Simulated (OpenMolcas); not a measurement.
# Co³⁺ among point charges: CASSCF and CASPT2 levels and susceptibility

Aim: the splitting of the states of Co³⁺ in the field of 6 point charges, its lowest levels with spin-orbit coupling and its magnetic susceptibility.

The numbers are computed with OpenMolcas 26.06 (state-averaged CASSCF and CASPT2, spin-orbit coupling by RASSI with atomic mean-field integrals), except any that are marked as measured or tabulated.

2 further runs of the same task are left out: 2 that didn't finish.

## (1) The atom as given

* Species: Co³⁺ (cobalt, Z = 27, 24 electrons)
* Basis: ANO-RCC-VDZP [5s4p2d1f], 34 functions
* Scalar Hamiltonian: DKH2, point nucleus
* Inactive shells: 1s 2s 2p 3s 3p
* Active space: 6 electrons in 5 orbitals (3d)
* Some configurations of this space: 3d⁶
* Orbitals: optimised for each spin and parity, averaged over all roots

The outer shells:

3d6
```
3d [↑↓][↑ ][↑ ][↑ ][↑ ]
```

The ion sits among 6 point charges of -1 e arranged as a tetragonal octahedron (D4h), 1.72 Å from the ion, with the axial distance 1.823 Å.

Each step is its own input file, run in one work folder so that later steps find the files of earlier ones. Labels, J, g values, rates, χT and fits are worked out afterwards by a script from the matrices that RASSI stores. The input lists half of the charges; inversion (Group=XYZ) makes the rest.

## (2) One- and two-electron integrals

The input, a.inp:

```
&GATEWAY
Coord
1

Co 0.0 0.0 0.0
Basis=ANO-RCC-VDZP
Group=XYZ
NoMove
AngMom=0.0 0.0 0.0
AMFI
XField
3 Angstrom 0
1.720000 0.000000 0.000000 -1.000000
0.000000 1.720000 0.000000 -1.000000
0.000000 0.000000 1.823200 -1.000000
&SEWARD
```

## (3) CASSCF: quintets of even parity, 5 roots

The input, a.inp:

```
&RASSCF
FileOrb=start.orb
Symmetry=1
Spin=5
nActEl=6 0 0
Inactive=3 6
Ras2=5 0
CIRoot=5 5 1
SDav=5
CIMx=300
Iter=120 100
PrWF=0.3
OrbListing=Nothing
MaxOrb=0
>>> COPY $Project.JobIph JOB001
```

start.orb holds the contracted functions of the basis, ordered by shell, or the orbitals of the step before.

## (4) Reference wave functions, triplets of even parity, 45 roots

The input, a.inp:

```
&RASSCF
FileOrb=start.orb
Symmetry=1
Spin=3
nActEl=6 0 0
Inactive=3 6
Ras2=5 0
CIRoot=45 45 1
SDav=45
CIMx=300
Iter=120 100
PrWF=0.3
OrbListing=Nothing
MaxOrb=0
>>> COPY $Project.JobIph JOB002
```

## (5) CASSCF: singlets of even parity, 50 roots

The input, a.inp:

```
&RASSCF
FileOrb=start.orb
Symmetry=1
Spin=1
nActEl=6 0 0
Inactive=3 6
Ras2=5 0
CIRoot=50 50 1
SDav=50
CIMx=300
Iter=120 100
PrWF=0.3
OrbListing=Nothing
MaxOrb=0
>>> COPY $Project.JobIph JOB003
```

## (6) RASSI: spin-orbit coupling between the states

The input, a.inp:

```
&RASSI
NrOfJobIphs=3 5 45 50
1 2 3 4 5
1 2 3 4 5 6 7 8 9 10 11 12 13 14 15 16 17 18 19 20 21 22 23 24 25 26 27
28 29 30 31 32 33 34 35 36 37 38 39 40 41 42 43 44 45
1 2 3 4 5 6 7 8 9 10 11 12 13 14 15 16 17 18 19 20 21 22 23 24 25 26 27
28 29 30 31 32 33 34 35 36 37 38 39 40 41 42 43 44 45 46 47 48 49 50
IphNames
JOB001
JOB002
JOB003
EJob
SpinOrbit
DIPRint=1.0
SOCoupling=1000.0
Subsets=2
Property=9
'ANGMOM' 1 'ANGMOM' 2 'ANGMOM' 3 'MLTPL  1' 1 'MLTPL  1' 2 'MLTPL  1' 3
'AMFI' 1 'AMFI' 2 'AMFI' 3
SOProperty=3
'ANGMOM' 1 'ANGMOM' 2 'ANGMOM' 3
```

## (7) CASPT2: IPEA 0.25, imaginary shift 0.1 (closed shells correlated: 3s 3p)

The input, a.inp:

```
>>> COPY JOB001 $Project.JobIph
&CASPT2
Multistate=5 1 2 3 4 5
NoMult
Frozen=2 3
IPEA=0.25
Imaginary=0.1
MaxIter=60
WThr=0.0 0.3 0.05
PrWF=0.5
NoMix
>>> COPY JOB002 $Project.JobIph
&CASPT2
Multistate=45 1 2 3 4 5 6 7 8 9 10 11 12 13 14 15 16 17 18 19 20 21 22
23 24 25 26 27 28 29 30 31 32 33 34 35 36 37 38 39 40 41 42 43 44 45
NoMult
Frozen=2 3
IPEA=0.25
Imaginary=0.1
MaxIter=60
WThr=0.0 0.3 0.05
PrWF=0.5
NoMix
>>> COPY JOB003 $Project.JobIph
&CASPT2
Multistate=50 1 2 3 4 5 6 7 8 9 10 11 12 13 14 15 16 17 18 19 20 21 22
23 24 25 26 27 28 29 30 31 32 33 34 35 36 37 38 39 40 41 42 43 44 45 46
47 48 49 50
NoMult
Frozen=2 3
IPEA=0.25
Imaginary=0.1
MaxIter=60
WThr=0.0 0.3 0.05
PrWF=0.5
NoMix
```

(Steps that only read results are left out.)

Before running it: what results should come out? Wanted: spin-free ground state; first state of the same spin within the active space; lowest level; next level.

The runs gave:

| quantity | value |
| --- | --- |
| method | SS-CASPT2, IPEA 0.25, imaginary shift 0.1 (closed shells correlated: 3s 3p) |
| spin-free ground state | 5E, 2-fold in its orbital part |
| first state of the same spin within the active space | 5B2 at 852 cm⁻¹ |
| lowest level | 2-fold E, g = 0.00, 0.00, 9.47 |
| next level | 45.3 cm⁻¹ |
| χT at 300 K | 4.28 cm³ K/mol |
| effective moment at 300 K | 5.85 μB |

Cost by method:

```
                                              method  time of its own steps  time with the reference
                                           A. CASSCF                   14 s                     14 s
B. SS-CASPT2, IPEA 0.25, imaginary shift 0.1, +3s 3p                  3.9 s                     18 s
```

Times are of one thread on a shared host.

In words: The spin-free ground state (5E) comes to 100 % from free-ion D terms and keeps the highest spin of the shell. χT at 300 K is 4.28, against 3.01 cm³ K/mol for the spin alone, so orbital moment adds to it. An active space of the d shell alone favours high spin; real ions in strong fields can be low spin. The field of point charges can differ much from that of real complexes. With metal d orbitals alone active, the gaps between spin states are rough; where two lie within a few thousand cm-1, their order is open. Point charges carry no covalency, so the field is a model and not that of real ligands.
